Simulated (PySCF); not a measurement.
# C2H6GeO: the cost of one run

Programs: PySCF 2.14.0, with density-fitted response routines of our own. Each step states its level of theory. These are calculated values for one molecule in the gas phase, unless marked as measured. Atoms are numbered from 0 throughout.

## Step 1: The starting structure

10 atoms, charge 0, multiplicity 1; geometry from: GFN2-xTB. The atoms were then displaced at random by about 0.01 Å, so the start is not that level's minimum.

Bonds of the start (Å): C0–C1 1.35, C1–O2 1.36, O2–Ge3 1.72, C0–H4 1.05, C0–H5 1.07, C1–H6 1.09, Ge3–H7 1.50, Ge3–H8 1.52, Ge3–H9 1.51.

## Step 2: Geometry optimisation at PBE0-D3(BJ)/def2-SVP

The job: settings as JSON, then the geometry in Å.

```
{"job": {"xc": "PBE0", "basis": "def2-SVP", "d3": "d3bj", "grid": 1, "shake": 0.01, "kind": "geom"}, "charge": 0, "multiplicity": 1}
C      1.571590    -0.558520    -0.061120
C      0.980030     0.511330    -0.636660
O     -0.327780     0.888060    -0.540970
Ge    -1.558410     0.098070     0.373190
H      2.590390    -0.755580    -0.217670
H      0.974240    -1.197930     0.556210
H      1.554960     1.196850    -1.264720
H     -1.777220    -1.291400    -0.151900
H     -1.239240     0.074440     1.854590
H     -2.718130     1.013750     0.068000
```

On the command line:

```bash
$ OMP_NUM_THREADS=1 python probes_run.py task.json out
```

One launch serves the whole session: the jobs run in the order shown.

Q: Estimate the wall time and peak memory of this first job on 1 thread of Arm Neoverse N1, shared host.

About 51 s, with a peak of 0.43 GiB.
